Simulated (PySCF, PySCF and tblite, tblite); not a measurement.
# (z)-1-(1-butenyl)aziridine (C₆H₁₁N): a path driven as rotation about a bond, and NMR exchange

Aim: the barrier and rate of rotation about a bond in (z)-1-(1-butenyl)aziridine (C₆H₁₁N) (`CC/C=C\N1CC1`), and what it does to NMR lines.

Computed with tblite 0.8.0 (tight binding) and PySCF 2.14.0 (DFT, with response routines of our own); each step states its level. Atoms count from 0 throughout.

### 1 The starting structure

18 atoms, charge 0, multiplicity 1; geometry from: force field or distance geometry start.

Bonds of the start (Å): C0–C1 1.51, C0–H7 1.09, C0–H8 1.10, C0–H9 1.09, C1–C2 1.50, C1–H10 1.11, C1–H11 1.10, C2–C3 1.33, C2–H12 1.09, C3–H13 1.09, C3–N4 1.39, C5–C6 1.50, C5–H14 1.08, C5–H15 1.07, C6–H16 1.09, C6–H17 1.07, N4–C5 1.47, N4–C6 1.47.

### 2 GFN2-xTB relaxation, start minimum

What the job is given:

```
{"job": {"xc": "GFN2-xTB", "basis": "xTB", "kind": "relax"}, "charge": 0, "multiplicity": 1}
C     -2.583700     1.058100     0.293400
C     -1.812100    -0.222800     0.091300
C     -0.767900    -0.084600    -0.977900
C      0.547800    -0.164400    -0.816900
N      1.201300    -0.406100     0.390300
C      2.429600    -1.202200     0.310800
C      2.496700     0.270700     0.562300
H     -3.097800     1.361400    -0.623600
H     -3.345400     0.925100     1.074000
H     -1.939000     1.881300     0.602800
H     -1.356900    -0.519300     1.053600
H     -2.499100    -1.036400    -0.177100
H     -1.159800     0.106300    -1.973800
H      1.199400    -0.052200    -1.679100
H      2.536800    -1.869100     1.152400
H      2.694700    -1.586600    -0.649100
H      2.645200     0.618400     1.582300
H      2.801400     0.928600    -0.227700
```

Run with:

```
$ OMP_NUM_THREADS=1 python ens_run.py task.json out
```

This one command runs the whole study; its stages follow in the order run.

The program printed:

```text
step      E/eV     max force
  0    -580.10512    1.449
  1    -580.15091    0.604
  2    -580.16100    0.247
  3    -580.16981    0.319
  4    -580.17596    0.279
  5    -580.17816    0.113
  6    -580.17953    0.113
  7    -580.18113    0.134
  8    -580.18242    0.122
  9    -580.18358    0.074
 10    -580.18427    0.064
 11    -580.18483    0.062
 12    -580.18552    0.093
 13    -580.18654    0.124
 14    -580.18784    0.115
 15    -580.18917    0.101
 16    -580.19027    0.091
 17    -580.19120    0.069
 18    -580.19205    0.068
 19    -580.19271    0.051
 20    -580.19316    0.044
 21    -580.19352    0.045
 22    -580.19387    0.049
 23    -580.19418    0.040
 24    -580.19440    0.034
 25    -580.19455    0.032
 26    -580.19472    0.041
 27    -580.19490    0.034
 28    -580.19506    0.029
 29    -580.19518    0.025
 30    -580.19529    0.027
 31    -580.19541    0.036
 32    -580.19553    0.029
 33    -580.19562    0.019
 34    -580.19568    0.018
 35    -580.19574    0.017
 36    -580.19579    0.017
 37    -580.19585    0.017
 38    -580.19589    0.015
 39    -580.19592    0.015
 40    -580.19595    0.015
 41    -580.19598    0.013
 42    -580.19601    0.014
 43    -580.19604    0.016
 44    -580.19608    0.015
 45    -580.19611    0.014
 46    -580.19615    0.014
 47    -580.19618    0.015
 48    -580.19621    0.014
 49    -580.19625    0.016
 50    -580.19629    0.015
 51    -580.19634    0.015
 52    -580.19637    0.016
 53    -580.19639    0.011
 54    -580.19641    0.012
 55    -580.19643    0.009
 56    -580.19644    0.013
 57    -580.19645    0.010
 58    -580.19646    0.006
 59    -580.19647    0.005
 60    -580.19647    0.005
 61    -580.19647    0.005
 62    -580.19648    0.005
 63    -580.19648    0.006
 64    -580.19649    0.006
 65    -580.19650    0.006
 66    -580.19650    0.006
 67    -580.19651    0.006
 68    -580.19651    0.005
 69    -580.19652    0.005
 70    -580.19652    0.004
 71    -580.19652    0.004
 72    -580.19652    0.004
 73    -580.19653    0.004
 74    -580.19653    0.005
 75    -580.19653    0.004
 76    -580.19653    0.005
 77    -580.19654    0.006
 78    -580.19654    0.009
 79    -580.19655    0.008
 80    -580.19655    0.006
 81    -580.19656    0.004
 82    -580.19656    0.003
 83    -580.19656    0.005
 84    -580.19656    0.005
 85    -580.19656    0.003
 86    -580.19657    0.003
 87    -580.15828    0.942
 88    -580.18563    0.730
 89    -580.19380    0.214
 90    -580.19617    0.109
 91    -580.19706    0.058
 92    -580.19754    0.054
 93    -580.19807    0.060
 94    -580.19833    0.044
 95    -580.19843    0.017
 96    -580.19847    0.016
 97    -580.19849    0.012
 98    -580.19851    0.010
 99    -580.19853    0.010
100    -580.19854    0.013
101    -580.19857    0.013
102    -580.19859    0.012
103    -580.19862    0.012
104    -580.19864    0.010
105    -580.19866    0.011
106    -580.19868    0.010
107    -580.19869    0.010
108    -580.19871    0.009
109    -580.19872    0.009
110    -580.19873    0.009
111    -580.19875    0.009
112    -580.19876    0.010
113    -580.19878    0.010
114    -580.19881    0.011
115    -580.19884    0.012
116    -580.19887    0.012
117    -580.19890    0.011
118    -580.19893    0.011
119    -580.19896    0.017
120    -580.19901    0.022
121    -580.19907    0.021
122    -580.19913    0.019
123    -580.19919    0.019
124    -580.19926    0.024
125    -580.19934    0.024
126    -580.19943    0.023
127    -580.19951    0.023
128    -580.19959    0.020
129    -580.19970    0.030
130    -580.19984    0.039
131    -580.19999    0.036
132    -580.20013    0.028
133    -580.20027    0.034
134    -580.20049    0.057
135    -580.20091    0.087
136    -580.20101    0.154
137    -580.20202    0.137
138    -580.20332    0.088
139    -580.20449    0.328
140    -580.20506    0.203
141    -580.20808    0.101
142    -580.20996    0.235
143    -580.21231    0.180
144    -580.21807    0.135
145    -580.21933    0.112
146    -580.21561    0.375
147    -580.22193    0.075
148    -580.22355    0.078
149    -580.22385    0.460
150    -580.22928    0.068
151    -580.23182    0.091
152    -580.23240    0.520
153    -580.23844    0.132
154    -580.24122    0.122
155    -580.24372    0.517
156    -580.25045    0.123
157    -580.25459    0.121
158    -580.25735    0.447
159    -580.26410    0.106
160    -580.26711    0.131
161    -580.26753    0.332
162    -580.27232    0.121
163    -580.27388    0.118
164    -580.27714    0.140
165    -580.27861    0.094
166    -580.28033    0.109
167    -580.28224    0.112
168    -580.28388    0.091
169    -580.28505    0.087
170    -580.28611    0.074
171    -580.28715    0.079
172    -580.28822    0.083
173    -580.28928    0.078
174    -580.29020    0.075
175    -580.29099    0.065
176    -580.29178    0.071
177    -580.29247    0.064
178    -580.29295    0.043
179    -580.29330    0.055
180    -580.29365    0.037
181    -580.29388    0.033
182    -580.29401    0.021
183    -580.29409    0.018
184    -580.29416    0.020
185    -580.29422    0.017
186    -580.29427    0.015
187    -580.29433    0.016
188    -580.29440    0.017
189    -580.29446    0.018
190    -580.29450    0.016
191    -580.29455    0.023
192    -580.29460    0.028
193    -580.29466    0.025
194    -580.29470    0.014
195    -580.29472    0.010
196    -580.29474    0.011
197    -580.29476    0.012
198    -580.29478    0.010
199    -580.29479    0.010
200    -580.29481    0.009
201    -580.29482    0.008
202    -580.29483    0.009
203    -580.29484    0.010
204    -580.29486    0.010
205    -580.29488    0.017
206    -580.29492    0.021
207    -580.29498    0.022
208    -580.29506    0.024
209    -580.29514    0.022
210    -580.29523    0.024
211    -580.29531    0.021
212    -580.29540    0.023
213    -580.29549    0.024
214    -580.29559    0.023
215    -580.29571    0.022
216    -580.29586    0.021
217    -580.29600    0.023
218    -580.29613    0.028
219    -580.29622    0.030
220    -580.29631    0.028
221    -580.29639    0.022
222    -580.29646    0.016
223    -580.29651    0.014
224    -580.29655    0.015
225    -580.29659    0.016
226    -580.29662    0.012
227    -580.29666    0.013
228    -580.29668    0.011
229    -580.29670    0.009
230    -580.29672    0.011
231    -580.29675    0.010
232    -580.29677    0.010
233    -580.29678    0.008
234    -580.29679    0.005
235    -580.29680    0.004
236    -580.29680    0.003
237    -580.29680    0.004
238    -580.29680    0.003
```

Wall time 1.7 s (1 thread of Intel Xeon at 2.50GHz, shared host).

The energy fell by 0.192 eV, and the atoms moved 0.98 Å (root mean square).

### 3 Relaxed scan, rotation

What the job is given:

```
{"job": {"xc": "GFN2-xTB", "basis": "xTB", "coordinate": [["t", [2, 3, 4, 5], 0.25], ["t", [2, 3, 4, 6], 0.25], ["t", [13, 3, 4, 5], 0.25], ["t", [13, 3, 4, 6], 0.25]], "kind": "drive"}, "charge": 0, "multiplicity": 1}
C     -2.058672     1.364339     0.217971
C     -1.613941    -0.099079     0.206246
C     -0.831496    -0.424941    -1.028362
C      0.444045    -0.797356    -1.076628
N      1.271210    -1.034348     0.014758
C      2.625845    -0.567672     0.079512
C      1.595128    -0.053519     1.011951
H     -2.655322     1.586957    -0.664253
H     -2.656946     1.575027     1.101827
H     -1.195335     2.026992     0.219986
H     -1.020904    -0.314719     1.094924
H     -2.504008    -0.734909     0.235673
H     -1.375073    -0.344563    -1.959009
H      0.905325    -1.038364    -2.027747
H      3.350482    -1.289716     0.432891
H      2.992518     0.092133    -0.700474
H      1.583013    -0.402481     2.036476
H      1.242797     0.963541     0.876360
```

The program printed:

```text
point  coordinate     E/eV
  0      9.000     -580.27322
  1     23.600     -580.20259
  2     38.500     -580.10118
  3     53.700     -580.00047
  4     69.100     -579.93253
  5     84.700     -579.97408
  6     99.400     -579.98253
  7    114.500     -579.97786
  8    130.000     -580.00979
  9    145.300     -580.08905
 10    160.300     -580.18687
 11    174.900     -580.26302
```

It took 6.7 s on 1 thread of Intel Xeon at 2.50GHz, shared host.

The highest point is number 4, 7.9 kcal/mol above the first.

### 4 Nudged elastic band, leg 1

Changed since step 3:

```diff
@@ -1,2 +1,2 @@
-{"job": {"xc": "GFN2-xTB", "basis": "xTB", "coordinate": [["t", [2, 3, 4, 5], 0.25], ["t", [2, 3, 4, 6], 0.25], ["t", [13, 3, 4, 5], 0.25], ["t", [13, 3, 4, 6], 0.25]], "kind": "drive"}, "charge": 0, "multiplicity": 1}
+{"job": {"xc": "GFN2-xTB", "basis": "xTB", "kind": "neb"}, "charge": 0, "multiplicity": 1}
 C     -2.058672     1.364339     0.217971
```

The program printed:

```text
image   E - E0 / eV
  0       0.0000
  1       0.0336
  2       0.1276
  3       0.2601
  4       0.3605
  5       0.3399
  6       0.3122
```

It took 5.1 s on 1 thread of Intel Xeon at 2.50GHz, shared host; peak memory 0.2 GiB.

The highest point is number 4, 8.3 kcal/mol above the first.

### 5 Saddle search, leg 1

What the job is given:

```
{"job": {"xc": "GFN2-xTB", "basis": "xTB", "kind": "saddle"}, "charge": 0, "multiplicity": 1}
C     -1.555473     1.535711    -0.119644
C     -1.551767     0.041294     0.219753
C     -0.897580    -0.755275    -0.870576
C      0.358765    -1.162920    -1.028148
N      1.511990    -1.097143    -0.228468
C      2.107449     0.159054     0.164163
C      1.589073    -0.785145     1.175022
H     -2.035033     1.710785    -1.080229
H     -2.095300     2.091310     0.643902
H     -0.540818     1.925331    -0.173111
H     -1.067580    -0.101637     1.183955
H     -2.588065    -0.292001     0.319272
H     -1.568688    -0.992977    -1.687637
H      0.604835    -1.665362    -1.960243
H      3.171977     0.246502    -0.007161
H      1.545280     1.069627    -0.015969
H      2.296140    -1.406275     1.711591
H      0.714794    -0.520878     1.753527
```

The program printed:

```text
step      E/eV     max force
  0    -579.93632   0.0441
  1    -579.93877   0.0552
  2    -579.94094   0.1227
  3    -579.93978   0.0319
  4    -579.94139   0.0390
  5    -579.94400   0.0399
  6    -579.94636   0.0205
  7    -579.94904   0.0413
  8    -579.95151   0.0490
  9    -579.95391   0.0595
 10    -579.95649   0.0601
 11    -579.95913   0.0284
 12    -579.96218   0.0725
 13    -579.96052   0.0112
 14    -579.96242   0.0270
 15    -579.96441   0.0335
 16    -579.96659   0.0184
 17    -579.96955   0.0489
 18    -579.96782   0.0105
 19    -579.96957   0.0197
 20    -579.97138   0.0252
 21    -579.97330   0.0158
 22    -579.97599   0.0348
 23    -579.97440   0.0105
 24    -579.97595   0.0158
 25    -579.97753   0.0190
 26    -579.97916   0.0137
 27    -579.98145   0.0271
 28    -579.98365   0.0339
 29    -579.98562   0.0341
 30    -579.98732   0.0285
 31    -579.98884   0.0371
 32    -579.98910   0.0748
 33    -579.98914   0.0132
 34    -579.98927   0.0206
 35    -579.98909   0.0245
 36    -579.98855   0.0072
 37    -579.98775   0.0148
 38    -579.98706   0.0209
 39    -579.98643   0.0243
 40    -579.98557   0.0650
 41    -579.98629   0.0046
 42    -579.98601   0.0062
 43    -579.98576   0.0054
 44    -579.98543   0.0117
 45    -579.98516   0.0100
 46    -579.98486   0.0135
 47    -579.98460   0.0222
 48    -579.98457   0.0094
 49    -579.98433   0.0358
 50    -579.98454   0.0050
 51    -579.98446   0.0078
 52    -579.98441   0.0141
 53    -579.98441   0.0135
 54    -579.98444   0.0077
 55    -579.98443   0.0017
lowest wavenumbers (cm-1): -17.9 109.4 187.1 204.5 225.1 298.0
```

It took 31 s on 1 thread of Intel Xeon at 2.50GHz, shared host; peak memory 0.2 GiB.

Point group C1; 1 imaginary mode, 18i cm⁻¹, carried by C0, C5. It was not shown to link both ends.

### 6 Saddle search, leg 1

What the job is given:

```
{"job": {"xc": "GFN2-xTB", "basis": "xTB", "kind": "saddle"}, "charge": 0, "multiplicity": 1}
C     -1.543404     1.544702    -0.089753
C     -1.558616     0.043308     0.209239
C     -0.894314    -0.736387    -0.887509
C      0.355233    -1.168458    -1.034371
N      1.514132    -1.088586    -0.244345
C      2.118267     0.156792     0.161110
C      1.579464    -0.785303     1.163219
H     -1.996169     1.742541    -1.058400
H     -2.100383     2.089590     0.669034
H     -0.525474     1.927728    -0.107723
H     -1.095060    -0.137508     1.177367
H     -2.598673    -0.286312     0.281867
H     -1.561076    -0.968033    -1.709186
H      0.585970    -1.713340    -1.946705
H      3.186166     0.224955    -0.003816
H      1.573678     1.078530    -0.017208
H      2.260980    -1.421761     1.713667
H      0.699278    -0.502457     1.723512
```

The program printed:

```text
step      E/eV     max force
  0    -579.93253   0.2024
  1    -579.93869   0.0622
  2    -579.93970   0.1293
  3    -579.93951   0.0348
  4    -579.94051   0.0415
  5    -579.94209   0.0415
  6    -579.94458   0.0258
  7    -579.94751   0.0409
  8    -579.95010   0.0485
  9    -579.95256   0.0548
 10    -579.95508   0.0545
 11    -579.95770   0.0284
 12    -579.96065   0.0725
 13    -579.95905   0.0112
 14    -579.96089   0.0266
 15    -579.96282   0.0323
 16    -579.96492   0.0180
 17    -579.96778   0.0481
 18    -579.96612   0.0105
 19    -579.96781   0.0193
 20    -579.96956   0.0239
 21    -579.97141   0.0146
 22    -579.97402   0.0340
 23    -579.97671   0.0486
 24    -579.97937   0.0552
 25    -579.98226   0.0486
 26    -579.98638   0.0505
 27    -579.98935   0.0852
 28    -579.99061   0.0920
 29    -579.98843   0.0940
 30    -579.98799   0.0919
 31    -579.98736   0.0755
 32    -579.98718   0.0191
 33    -579.98537   0.0896
 34    -579.98673   0.0176
 35    -579.98613   0.0270
 36    -579.98569   0.0124
 37    -579.98502   0.0326
 38    -579.98547   0.0037
lowest wavenumbers (cm-1): -25.2 114.8 177.4 201.1 238.0 285.0
```

Run time: 24 s. Hardware: 1 thread of Intel Xeon at 2.50GHz, shared host; peak memory 0.2 GiB.

Point group C1; 1 imaginary mode, 25i cm⁻¹, carried by C0, C5, C2. It was not shown to link both ends.

### 7 Nudged elastic band, leg 2

What the job is given:

```
{"job": {"xc": "GFN2-xTB", "basis": "xTB", "kind": "neb"}, "charge": 0, "multiplicity": 1}
C     -1.704977     1.656984    -0.327090
C     -1.352054     0.280751     0.241475
C     -0.813841    -0.609448    -0.838381
C      0.401426    -1.108420    -1.039322
N      1.611420    -0.996891    -0.324573
C      1.985409     0.176608     0.432076
C      1.676162    -1.093640     1.117059
H     -2.430660     1.560572    -1.131603
H     -2.129164     2.291594     0.447982
H     -0.816822     2.142669    -0.726932
H     -0.657343     0.399617     1.070870
H     -2.262881    -0.178866     0.638531
H     -1.557965    -0.856088    -1.587172
H      0.550438    -1.736242    -1.912927
H      3.021658     0.466010     0.308393
H      1.301025     1.011161     0.514346
H      2.487282    -1.706421     1.489198
H      0.756120    -1.181261     1.683870
```

The program printed:

```text
image   E - E0 / eV
  0       0.0000
  1       0.0066
  2      -0.0444
  3      -0.1433
  4      -0.2452
  5      -0.3015
  6      -0.3095
```

Run time: 3.2 s. Hardware: 1 thread of Intel Xeon at 2.50GHz, shared host; peak memory 0.2 GiB.

The highest point is number 1, 0.2 kcal/mol above the first.

### 8 Saddle search, leg 2

What the job is given:

```
{"job": {"xc": "GFN2-xTB", "basis": "xTB", "kind": "saddle"}, "charge": 0, "multiplicity": 1}
C     -1.710856     1.695136    -0.433206
C     -1.405467     0.334142     0.195353
C     -0.867655    -0.639618    -0.808953
C      0.351117    -1.146870    -0.967563
N      1.583297    -0.900340    -0.344711
C      1.915554     0.159581     0.571978
C      1.849336    -1.244145     1.030940
H     -2.432888     1.588226    -1.239754
H     -2.126634     2.369624     0.312496
H     -0.806473     2.143134    -0.839899
H     -0.726546     0.462600     1.036172
H     -2.337383    -0.083210     0.590998
H     -1.616988    -0.983934    -1.511373
H      0.484650    -1.892711    -1.747419
H      2.887140     0.600364     0.376404
H      1.180965     0.873787     0.915211
H      2.765092    -1.792321     1.205071
H      1.013741    -1.543445     1.658255
```

The program printed:

```text
step      E/eV     max force
  0    -579.97805   0.0584
  1    -579.98186   0.0348
  2    -579.98362   0.0758
  3    -579.98263   0.0154
  4    -579.98339   0.0377
  5    -579.98289   0.0054
  6    -579.98329   0.0064
  7    -579.98362   0.0145
  8    -579.98386   0.0176
  9    -579.98400   0.0164
 10    -579.98402   0.0051
 11    -579.98402   0.0022
lowest wavenumbers (cm-1): -42.4 84.0 179.0 204.2 249.7 308.9
```

Wall time 9.4 s (1 thread of Intel Xeon at 2.50GHz, shared host); peak memory 0.2 GiB.

Point group C1; 1 imaginary mode, 42i cm⁻¹, carried by C6, C5, C0, N4. Steps downhill from it reached both ends.

### 9 Shieldings, start: revPBE/pcSseg-1

What the job is given:

```
{"job": {"kind": "nmr", "xc": "revPBE", "basis": "pcSseg-1", "pop": false}, "charge": 0, "multiplicity": 1}
C     -2.058672     1.364339     0.217971
C     -1.613941    -0.099079     0.206246
C     -0.831496    -0.424941    -1.028362
C      0.444045    -0.797356    -1.076628
N      1.271210    -1.034348     0.014758
C      2.625845    -0.567672     0.079512
C      1.595128    -0.053519     1.011951
H     -2.655322     1.586957    -0.664253
H     -2.656946     1.575027     1.101827
H     -1.195335     2.026992     0.219986
H     -1.020904    -0.314719     1.094924
H     -2.504008    -0.734909     0.235673
H     -1.375073    -0.344563    -1.959009
H      0.905325    -1.038364    -2.027747
H      3.350482    -1.289716     0.432891
H      2.992518     0.092133    -0.700474
H      1.583013    -0.402481     2.036476
H      1.242797     0.963541     0.876360
```

The program printed:

```text
coarse grid: 14400 points
cycle   1  E = -289.6845701233  dE =  7.012e-01  |g| = 5.604e-01  |ddm| = 3.739e+00
cycle   2  E = -289.5671636039  dE =  1.174e-01  |g| = 8.564e-01  |ddm| = 1.490e+00
cycle   3  E = -289.7662781293  dE = -1.991e-01  |g| = 1.856e-01  |ddm| = 1.028e+00
cycle   4  E = -289.7747259616  dE = -8.448e-03  |g| = 6.931e-02  |ddm| = 2.354e-01
cycle   5  E = -289.7758383822  dE = -1.112e-03  |g| = 2.139e-02  |ddm| = 7.165e-02
cycle   6  E = -289.7759214666  dE = -8.308e-05  |g| = 7.517e-03  |ddm| = 1.830e-02
cycle   7  E = -289.7759327082  dE = -1.124e-05  |g| = 1.338e-03  |ddm| = 6.556e-03
cycle   8  E = -289.7759331213  dE = -4.131e-07  |g| = 3.749e-04  |ddm| = 1.823e-03
final grid: 137336 points
cycle   9  E = -289.8216742950  dE = -6.195e-05  |g| = 1.418e-02  |ddm| = 4.504e-02
cycle  10  E = -289.8216095810  dE =  6.471e-05  |g| = 2.134e-02  |ddm| = 3.273e-02
cycle  11  E = -289.8217254670  dE = -1.159e-04  |g| = 2.700e-03  |ddm| = 2.068e-02
cycle  12  E = -289.8217269635  dE = -1.496e-06  |g| = 6.408e-04  |ddm| = 2.480e-03
cycle  13  E = -289.8217270372  dE = -7.370e-08  |g| = 3.303e-04  |ddm| = 8.566e-04
cycle  14  E = -289.8217270659  dE = -2.875e-08  |g| = 5.228e-05  |ddm| = 3.160e-04
cycle  15  E = -289.8217270665  dE = -5.748e-10  |g| = 2.056e-05  |ddm| = 7.142e-05
converged SCF energy = -289.8217270665

GIAO shielding tensors (ppm)
atom      isotropic    diamagn.    paramagn.     s11        s22        s33       span
  0 C      162.814     246.921     -84.107    149.676    156.579    182.188     32.511
  1 C      156.416     248.132     -91.716    142.195    161.986    165.067     22.872
  2 C       65.394     256.482    -191.088    -34.179     86.717    143.643    177.822
  3 C       43.611     252.772    -209.162    -53.606     68.233    116.205    169.811
  4 N      199.009     321.213    -122.204    126.567    195.482    274.977    148.411
  5 C      156.227     256.884    -100.657    111.941    162.373    194.366     82.425
  6 C      150.013     251.189    -101.176    105.285    161.446    183.307     78.022
  7 H       30.730      29.697       1.033     27.092     28.790     36.308      9.216
  8 H       30.469      28.994       1.475     26.557     27.518     37.333     10.776
  9 H       31.065      31.607      -0.542     27.044     30.821     35.332      8.288
 10 H       29.116      34.362      -5.246     25.005     29.361     32.981      7.976
 11 H       29.715      30.171      -0.457     25.032     28.151     35.960     10.928
 12 H       27.010      33.249      -6.239     24.476     27.344     29.209      4.733
 13 H       25.727      31.733      -6.006     22.128     26.325     28.727      6.598
 14 H       29.956      29.741       0.215     24.056     26.739     39.073     15.017
 15 H       30.284      32.050      -1.766     25.211     28.664     36.976     11.765
 16 H       29.641      30.616      -0.975     25.012     25.942     37.968     12.956
 17 H       30.138      32.757      -2.619     27.106     27.898     35.410      8.304
```

Run time: 89 s. Hardware: 1 thread of Intel Xeon at 2.50GHz, shared host; peak memory 0.65 GiB.

This run: HOMO -4.68 eV, LUMO -0.08 eV; dipole 1.25 D.

[end of part 1 of 2]
